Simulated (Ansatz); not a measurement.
# CdSb3O: the cost of one run

Computed with Ansatz 0.2.0 (DFT PBE, scalar-relativistic, plane waves, PAW, unless a step's input says otherwise).

## Step 1: The system as given

Symmetry: P6/mmm, No. 191, hexagonal system. The conventional cell has a = 6.505 Å, b = 6.505 Å, c = 6.454 Å, α = 90.00°, β = 90.00°, γ = 120.00°. Cd (site symmetry -6m2) has 6 Sb at 2.51 Å as nearest neighbours. Sb (site symmetry 2mm) is surrounded by 2 Cd at 2.51 Å and 6 Sb at 3.13 to 3.33 Å and 4 O at 3.61 to 3.65 Å. O (site symmetry 6/mmm) has 2 O at 3.23 Å and 12 Sb at 3.61 Å as nearest neighbours. Around O (site symmetry 6/mmm) lie 2 O at 3.23 Å and 12 Sb at 3.65 Å.

Structure file:

```
Cd Sb O
1.0
     6.50457    0.00000    0.00000
    -3.25228    5.63312    0.00000
     0.00000    0.00000    6.45415
Cd Sb O
2 6 2
Direct
  0.33333 0.66667 0.50000
  0.66667 0.33333 0.50000
  0.50000 0.00000 0.24220
  0.50000 0.50000 0.24220
  0.00000 0.50000 0.24220
  0.00000 0.50000 0.75780
  0.50000 0.50000 0.75780
  0.50000 0.00000 0.75780
  0.00000 0.00000 0.00000
  0.00000 0.00000 0.50000
```

The cell is invented: species swapped into a database cell of NaBPt3 (P6/mmm, No. 191), with O on the Na sites, Cd on the B sites and Sb on the Pt sites. The dimensions are guesses.

## Step 2: The guess as it stands, on a coarse mesh

File input.yaml:

```yaml
crystal:
  lattice:
    - [6.50456931, 0.0, 0.0]
    - [-3.25228466, 5.63312226, 0.0]
    - [0.0, 0.0, 6.45414651]
  atoms:
    - { symbol: Cd, position: [0.33333333, 0.66666667, 0.5] }
    - { symbol: Cd, position: [0.66666667, 0.33333333, 0.5] }
    - { symbol: Sb, position: [0.5, 0.0, 0.2422] }
    - { symbol: Sb, position: [0.5, 0.5, 0.2422] }
    - { symbol: Sb, position: [0.0, 0.5, 0.2422] }
    - { symbol: Sb, position: [0.0, 0.5, 0.7578] }
    - { symbol: Sb, position: [0.5, 0.5, 0.7578] }
    - { symbol: Sb, position: [0.5, 0.0, 0.7578] }
    - { symbol: O, position: [0.0, 0.0, 0.0] }
    - { symbol: O, position: [0.0, 0.0, 0.5] }
basis:
  ecutwfc: 420
kpoints:
  mp_grid: { grid: [3, 3, 4] }
hamiltonian:
  xc: pbe
scf:
  occupations: { method: gaussian, width: 0.1 }
  lower_state_search: "off"
output:
  forces: true
  stress: true
  eigenvalues: true
```

Run with:

```bash
$ ansatz run input.yaml --threads 1 --pin off --max-ram 2560MiB --backend cpu --events-out ev --progress --plain --runs-dir out
```

**Question.** How long does this run take on 1 thread of Intel Xeon 6975P-C (Granite Rapids), shared host, and how much memory does it need?

About 5.5 s, with a peak of 0.61 GiB.
